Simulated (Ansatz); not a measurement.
# Ca: the cost of one run

Program: Ansatz 0.2.0. Level of theory: DFT PBEsol, scalar-relativistic, plane waves, PAW. These are calculated values, not measurements.

## Step 1: Starting point

Symmetry: Fm-3m, No. 225, cubic system. Conventional cell: a = 5.588 Å, b = 5.588 Å, c = 5.588 Å, α = 90.00°, β = 90.00°, γ = 90.00°. Around Ca (site symmetry m-3m) lie 12 Ca at 3.95 Å.

Coordinates:

```
Ca
1.0
     0.00000    2.79420    2.79420
     2.79420    0.00000    2.79420
     2.79420    2.79420    0.00000
Ca
1
Direct
  0.00000 0.00000 0.00000
```

No relaxation comes first: the listed cell is the starting point.

## Step 2: Zero of energy

The reference gives a free energy of -1793.7287 eV, pressure -1.16 GPa, largest force 0.000 eV/Å and gap on the mesh none (metal). It was computed beforehand with the settings of the runs below.

## Step 3: Setting up biaxial against axial strain

The cell is strained by p along both x and y and by q along z, with fractional coordinates fixed.

## Step 4: At p = -0.080, q = -0.080

Input file input.yaml:

```yaml
crystal:
  lattice:
    - [0.0, 2.570664, 2.570664]
    - [2.570664, 0.0, 2.570664]
    - [2.570664, 2.570664, 0.0]
  atoms:
    - { symbol: Ca, position: [0.0, 0.0, 0.0] }
basis:
  ecutwfc: 420
kpoints:
  mp_grid: { grid: [14, 14, 14] }
hamiltonian:
  xc: pbesol
scf:
  occupations: { method: gaussian, width: 0.15 }
output:
  forces: true
  stress: true
  eigenvalues: true
```

On the command line:

```bash
ansatz run input.yaml --threads 1 --pin off --max-ram 2560MiB --backend cpu --events-out ev --progress --plain --runs-dir out
```

**Question.** How long does this run take on 1 thread of Arm Neoverse V1, shared host, and how much memory does it need?

About 1.9 s, with a peak of 0.28 GiB.
